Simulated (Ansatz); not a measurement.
# CH₂O₂Se: small, medium and large basis sets

The task here is to estimate one member of a computed series from the others.

The runs use Ansatz 0.2.0, Gaussian basis; one geometry, several basis sets.

Levels to be run: PBE0-D4/def2-SVP; ωB97M-V/def2-SVP; PBE0-D4/def2-QZVPP; ωB97M-V/def2-QZVPP; the functionals' def2-TZVPP values are taken from earlier runs.

**Structure used throughout**

The geometry comes from an earlier relaxation with PBE0-D4 in a triple-zeta def2 set; it is a stationary point.

SMILES `O=C(O)[SeH]`, 6 atoms, charge 0, spin multiplicity 1.

Atoms are counted from 1 here; the program's logs count them from 0.

Bond lengths: O1–C2 1.192 Å, C2–O3 1.339 Å, C2–Se4 1.921 Å, O3–H5 0.969 Å, Se4–H6 1.466 Å. Angles: O1–C2–O3 125.1°, O1–C2–Se4 126.5°, O3–C2–Se4 108.4°, C2–O3–H5 106.8°, C2–Se4–H6 91.4°.

Coordinates:

```
O    -0.27689   -0.66329    1.13819
C     0.11103   -0.15414    0.13292
O     1.32242   -0.33931   -0.40554
Se   -0.87265    1.05875   -0.98656
H     1.79697   -0.95249    0.17561
H    -2.03867    0.98638   -0.10082
```

The first run:

File in.yaml:

```yaml
crystal:
  periodic: [false, false, false]
  atoms:
    - {symbol: O, position_ang: [-0.276893, -0.663286, 1.138194]}
    - {symbol: C, position_ang: [0.111034, -0.154141, 0.132917]}
    - {symbol: O, position_ang: [1.322417, -0.339305, -0.405539]}
    - {symbol: Se, position_ang: [-0.872655, 1.058745, -0.986559]}
    - {symbol: H, position_ang: [1.796971, -0.952495, 0.175612]}
    - {symbol: H, position_ang: [-2.038674, 0.986383, -0.100824]}
basis:
  gaussian: {orbitals: def2-SVP}
hamiltonian: {xc: pbe0, dispersion: d4}
output: {orbitals: {seedname: orbitals}}
```

Launch:

```console
ansatz run in.yaml --threads 2 --pin off --events-out ev --progress --plain --max-ram 4352MiB
```

Steps of the session up to this table: PBE0-D4 in def2-SVP; ωB97M-V in def2-SVP; PBE0-D4 in def2-QZVPP; ωB97M-V in def2-QZVPP.

One table of the session follows, with a row left open; its other results are not shown here.

It belongs to the step «Functionals by basis». 

```
functional       basis  HOMO (eV)  LUMO (eV)
   PBE0-D4    def2-SVP      -7.38      -0.04
   PBE0-D4  def2-TZVPP      -7.55      -0.34
   PBE0-D4  def2-QZVPP          ?          ?
   ωB97M-V    def2-SVP      -9.54       2.06
   ωB97M-V  def2-TZVPP      -9.73       1.66
   ωB97M-V  def2-QZVPP      -9.76       1.47
```

Q: Estimate the row for PBE0-D4, def2-QZVPP from the others.

As computed: HOMO (eV): -7.58; LUMO (eV): -0.42. In the column «HOMO (eV)» it lies between ωB97M-V, def2-SVP (-9.54) and PBE0-D4, def2-TZVPP (-7.55).
